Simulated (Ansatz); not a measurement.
# AgB: the cost of one run

Computed with Ansatz 0.2.0 (DFT PBE, scalar-relativistic, plane waves, PAW, unless a step's input says otherwise).

## Step 1: Starting point

The structure is tetragonal, space group P4mm (No. 99). Conventional cell: a = 2.438 Å, b = 2.438 Å, c = 4.607 Å, α = 90.00°, β = 90.00°, γ = 90.00°. Ag (site symmetry 4mm) is surrounded by 1 B at 2.08 Å. Around B (site symmetry 4mm) lie 1 Ag at 2.08 Å.

Structure file:

```
Ag B
1.0
     2.43800    0.00000    0.00000
     0.00000    2.43800    0.00000
     0.00000    0.00000    4.60705
Ag B
1 1
Direct
  0.50000 0.50000 0.39877
  0.50000 0.50000 0.94825
```

Recipe of the guess: random cell by space group and Wyckoff sites (P4mm, No. 99). Lengths come from tabulated atomic sizes and are only a guess.

## Step 2: A first look at the guess

input.yaml

```yaml
crystal:
  lattice:
    - [2.43799518, 0.0, 0.0]
    - [0.0, 2.43799518, 0.0]
    - [0.0, 0.0, 4.6070492]
  atoms:
    - { symbol: Ag, position: [0.5, 0.5, 0.39876718] }
    - { symbol: B, position: [0.5, 0.5, 0.94824832] }
basis:
  ecutwfc: 420
kpoints:
  mp_grid: { grid: [8, 8, 4] }
hamiltonian:
  xc: pbe
scf:
  occupations: { method: gaussian, width: 0.1 }
  lower_state_search: "off"
output:
  forces: true
  stress: true
  eigenvalues: true
```

On the command line:

```bash
$ ansatz run input.yaml --threads 1 --pin off --max-ram 2560MiB --backend cpu --events-out ev --progress --plain --runs-dir out
```

**Question.** How long does this run take on 1 thread of Intel Xeon at 2.80GHz (Skylake/Cascade Lake), shared host, and how much memory does it need?

About 1.3 s, with a peak of 0.34 GiB.
